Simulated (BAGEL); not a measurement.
# A workflow on singlet GeNH4O+

Aim: the energy (singlet GeNH4O+, HF/def2-SVP), then the energy (doublet GeNH4O, NEVPT2(3,3)/def2-SVP), then the energy (doublet GeNH4O, CASPT2(3,3)/def2-SVP) of GeH4NO. 

Program for the calculation: BAGEL 1.2.2.

3 further runs of the same task are left out: 3 set aside as unsound or not needed.

### Step 1. The structure to begin with

The species is GeNH4O+ (7 atoms), meant as a singlet with charge +1. As SMILES of the parent species, `[NH][GeH2][OH]`. One bond was lengthened or shortened from a relaxed shape. That shape belongs to the parent species and isn't relaxed for this state.

Bond lengths: N1–Ge2 1.860 Å, Ge2–O3 1.772 Å, N1–H4 1.025 Å, Ge2–H5 1.544 Å, Ge2–H6 1.536 Å, O3–H7 1.105 Å. Angles: N1–Ge2–O3 106.5°, N1–Ge2–H5 107.6°, N1–Ge2–H6 113.8°, O3–Ge2–H5 110.8°, O3–Ge2–H6 105.4°, Ge2–N1–H4 110.2°, Ge2–O3–H7 111.8°, H5–Ge2–H6 112.6°.

### Step 2. The energy at HF/def2-SVP (density fitting with svp-jkfit) (run 1)

hf.json reads:

```json
{ "bagel": [

{
  "title": "molecule",
  "basis": "svp",
  "df_basis": "svp-jkfit",
  "geometry": [
    { "atom": "N", "xyz": [ -2.26579863, -1.02376858, -1.11803567 ] },
    { "atom": "Ge", "xyz": [  0.13755505,  0.84233597,  0.64243318 ] },
    { "atom": "O", "xyz": [  2.77617964, -1.17286797,  1.07121204 ] },
    { "atom": "H", "xyz": [ -3.95464687, -0.07455914, -1.15658609 ] },
    { "atom": "H", "xyz": [  0.84941489,  3.14288856, -1.00446313 ] },
    { "atom": "H", "xyz": [ -0.69411341,  1.59879334,  3.31752949 ] },
    { "atom": "H", "xyz": [  3.05152975, -2.44530561, -0.56068174 ] }
  ]
},
{ "title": "hf", "charge": 1 },
{ "title": "print", "file": "orbitals.molden", "orbitals": true }

]}
```

Run with:

```bash
$ BAGEL_NUM_THREADS=1 BAGEL hf.json > hf.out
```

Log:

```text
* using 1 threads per process

  ===============================================================
  ===============================================================

  *** Geometry ***

  { "atom" : "N", "xyz" : [     -2.265799,     -1.023769,     -1.118036 ] },
  { "atom" : "Ge", "xyz" : [      0.137555,      0.842336,      0.642433 ] },
  { "atom" : "O", "xyz" : [      2.776180,     -1.172868,      1.071212 ] },
  { "atom" : "H", "xyz" : [     -3.954647,     -0.074559,     -1.156586 ] },
  { "atom" : "H", "xyz" : [      0.849415,      3.142889,     -1.004463 ] },
  { "atom" : "H", "xyz" : [     -0.694113,      1.598793,      3.317529 ] },
  { "atom" : "H", "xyz" : [      3.051530,     -2.445306,     -0.560682 ] },

  Number of auxiliary basis functions:      492

  Since a DF basis is specified, we compute 2- and 3-index integrals:
    o Being stored without compression. Storage requirement is 0.025 GB

  Number of basis functions:       80
  Number of electrons      :       51

    * METHOD: MOLECULE                             0.33

  *** RHF ***

  === Nuclear Repulsion ===
   203.0370568604

      * DIIS with orbital gradients will be used.

  === RHF iteration (svp) ===
      0      -2205.90280683          0.02202116           0.09
      1      -2206.05102381          0.01685430           0.11
      2      -2206.17534704          0.00280310           0.11
      3      -2206.18622632          0.00122101           0.11
      4      -2206.18812238          0.00059647           0.11
      5      -2206.18878975          0.00016908           0.11
      6      -2206.18882869          0.00005766           0.11
      7      -2206.18883257          0.00003252           0.11
      8      -2206.18883418          0.00001908           0.11
      9      -2206.18883499          0.00000780           0.11
     10      -2206.18883510          0.00000346           0.11
     11      -2206.18883512          0.00000201           0.11
     12      -2206.18883513          0.00000117           0.14
     13      -2206.18883513          0.00000087           0.12
     14      -2206.18883514          0.00000074           0.11
     15      -2206.18883514          0.00000059           0.11
     16      -2206.18883514          0.00000038           0.11
     17      -2206.18883514          0.00000022           0.11
     18      -2206.18883514          0.00000013           0.11
     19      -2206.18883514          0.00000007           0.11
     20      -2206.18883514          0.00000004           0.11
     21      -2206.18883514          0.00000002           0.11
     22      -2206.18883514          0.00000001           0.11
     23      -2206.18883514          0.00000001           0.11
    * SCF iteration converged.

    * Permanent dipole moment:
           (    2.130876,    -0.170881,     1.173242) a.u.

    * METHOD: HF                                   2.99

    * METHOD: PRINT                                0.02

  ===============================================================
```

It took 3.9 s on 1 thread of Intel Xeon Platinum 8259CL at 2.50GHz (Skylake/Cascade Lake), shared host; peak memory 0.15 GiB.

### Step 3. Doublet neutral GeNH4O: a single-point energy at NEVPT2(3,3)/def2-SVP (density fitting with svp-jkfit) (run 2)

input.json reads:

```json
{ "bagel": [

{
  "title": "molecule",
  "basis": "svp",
  "df_basis": "svp-jkfit",
  "geometry": [
    { "atom": "N", "xyz": [ -2.26579863, -1.02376858, -1.11803567 ] },
    { "atom": "Ge", "xyz": [  0.13755505,  0.84233597,  0.64243318 ] },
    { "atom": "O", "xyz": [  2.77617964, -1.17286797,  1.07121204 ] },
    { "atom": "H", "xyz": [ -3.95464687, -0.07455914, -1.15658609 ] },
    { "atom": "H", "xyz": [  0.84941489,  3.14288856, -1.00446313 ] },
    { "atom": "H", "xyz": [ -0.69411341,  1.59879334,  3.31752949 ] },
    { "atom": "H", "xyz": [  3.05152975, -2.44530561, -0.56068174 ] }
  ]
},
{ "title": "hf", "charge": 1 },
{ "title": "casscf", "nstate": 1, "nact": 3, "nclosed": 24, "nspin": 1, "active": [17, 26, 31], "maxiter": 200, "natocc": true },
{
  "title": "nevpt2",
  "nstate": 1,
  "nact": 3,
  "nclosed": 24,
  "nspin": 1,
  "active": [17, 26, 31],
  "maxiter": 200,
  "natocc": true,
  "ncore": 11
},
{ "title": "print", "file": "orbitals.molden", "orbitals": true }

]}
```

Run with:

```bash
$ BAGEL_NUM_THREADS=1 BAGEL input.json > input.out
```

Log:

```text
* using 1 threads per process

  ===============================================================
  ===============================================================

  *** Geometry ***

  { "atom" : "N", "xyz" : [     -2.265799,     -1.023769,     -1.118036 ] },
  { "atom" : "Ge", "xyz" : [      0.137555,      0.842336,      0.642433 ] },
  { "atom" : "O", "xyz" : [      2.776180,     -1.172868,      1.071212 ] },
  { "atom" : "H", "xyz" : [     -3.954647,     -0.074559,     -1.156586 ] },
  { "atom" : "H", "xyz" : [      0.849415,      3.142889,     -1.004463 ] },
  { "atom" : "H", "xyz" : [     -0.694113,      1.598793,      3.317529 ] },
  { "atom" : "H", "xyz" : [      3.051530,     -2.445306,     -0.560682 ] },

  Number of auxiliary basis functions:      492

[... 21 lines left out ...]
    * SCF iteration converged.
[... 1 line left out ...]
    * Permanent dipole moment:
[... 28 lines left out ...]
    * Second-order optimization converged. *
[... 13 lines left out ...]
     * ci vector, state   0, <S^2> = 0.7500
       2a.     0.9917185677
       .a2     0.1284246779

    * METHOD: CASSCF                              12.05

    * freezing 11 orbitals

  === DF-NEVPT2 calculation ===

    * 3-index integral transformation done
    * assembly done

      NEVPT2 correlation energy:   -0.5379541888      0.35

          (+0)     -0.4019681141
          (+0)'    -0.0457140443
          (+1)     -0.0145001862
          (+1)'    -0.0000224112
          (+2)     -0.0005566391
          (-1)     -0.0687837497
          (-1)'    -0.0000238862
          (-2)     -0.0063851579

      NEVPT2 total energy:       -2207.1544783412

    * METHOD: NEVPT2                               0.55

    * METHOD: PRINT                                0.02

  ===============================================================
```

It took 16 s on 1 thread of Intel Xeon Platinum 8259CL at 2.50GHz (Skylake/Cascade Lake), shared host; peak memory 0.15 GiB.

### Step 4. Doublet neutral GeNH4O: the energy at CASPT2(3,3)/def2-SVP (density fitting with svp-jkfit) (run 3)

job.json reads:

```json
{ "bagel": [

{
  "title": "molecule",
  "basis": "svp",
  "df_basis": "svp-jkfit",
  "geometry": [
    { "atom": "N", "xyz": [    -2.26579863,    -1.02376858,    -1.11803567 ] },
    { "atom": "Ge", "xyz": [     0.13755505,     0.84233597,     0.64243318 ] },
    { "atom": "O", "xyz": [     2.77617964,    -1.17286797,     1.07121204 ] },
    { "atom": "H", "xyz": [    -3.95464687,    -0.07455914,    -1.15658609 ] },
    { "atom": "H", "xyz": [     0.84941489,     3.14288856,    -1.00446313 ] },
    { "atom": "H", "xyz": [    -0.69411341,     1.59879334,     3.31752949 ] },
    { "atom": "H", "xyz": [     3.05152975,    -2.44530561,    -0.56068174 ] }
  ]
},

{ "title": "hf", "charge": 1 },

{ "title": "casscf", "nstate": 1, "nact": 3, "nclosed": 24, "nspin": 1, "active": [17, 26, 31], "maxiter": 200, "natocc": true },

{ "title": "print", "file": "orbitals.molden", "orbitals": true },

{ "title": "smith", "method": "caspt2", "ms": true, "xms": true, "sssr": true, "shift": 0.2, "shift_imag": true, "ncore": 11 }

]}
```

Run with:

```bash
$ BAGEL_NUM_THREADS=1 BAGEL job.json > job.out
```

Log:

```text
* using 1 threads per process

  ===============================================================
  ===============================================================

  *** Geometry ***

  { "atom" : "N", "xyz" : [     -2.265799,     -1.023769,     -1.118036 ] },
  { "atom" : "Ge", "xyz" : [      0.137555,      0.842336,      0.642433 ] },
  { "atom" : "O", "xyz" : [      2.776180,     -1.172868,      1.071212 ] },
  { "atom" : "H", "xyz" : [     -3.954647,     -0.074559,     -1.156586 ] },
  { "atom" : "H", "xyz" : [      0.849415,      3.142889,     -1.004463 ] },
  { "atom" : "H", "xyz" : [     -0.694113,      1.598793,      3.317529 ] },
  { "atom" : "H", "xyz" : [      3.051530,     -2.445306,     -0.560682 ] },

  Number of auxiliary basis functions:      492

[... 21 lines left out ...]
    * SCF iteration converged.
[... 1 line left out ...]
    * Permanent dipole moment:
[... 28 lines left out ...]
    * Second-order optimization converged. *
[... 13 lines left out ...]
     * ci vector, state   0, <S^2> = 0.7500
[... 16 lines left out ...]
    * Zeroth order energy : state  0       -1.5038091215
[... 4 lines left out ...]
       #      aibj      arbs      arbi      airj      risj      airs      arst      rist         Etot      error   time
[... 10 lines left out ...]
      ------------------------------------------------------------------------------------------------------------------

    * CASPT2 energy : state  0    -2207.1590992964
        w/o shift correction      -2207.1569629379
        reference weight              0.8701573580

    * METHOD: SMITH                                2.11

  ===============================================================
```

It took 20 s on 1 thread of Intel Xeon Platinum 8259CL at 2.50GHz (Skylake/Cascade Lake), shared host; peak memory 0.21 GiB.

### Step 5. What came out

| quantity | value |
| --- | --- |
| run 1, HF/def2-SVP: total energy | -2206.18884 Eh |
| run 1, HF/def2-SVP: HOMO energy | -18.03 eV |
| run 1, HF/def2-SVP: LUMO energy | -8.73 eV |
| run 1, HF/def2-SVP: HOMO–LUMO gap | 9.30 eV |
| doublet neutral GeNH4O, run 2: total energy | -2207.15448 Eh |
| doublet neutral GeNH4O, run 3: total energy | -2207.15910 Eh |
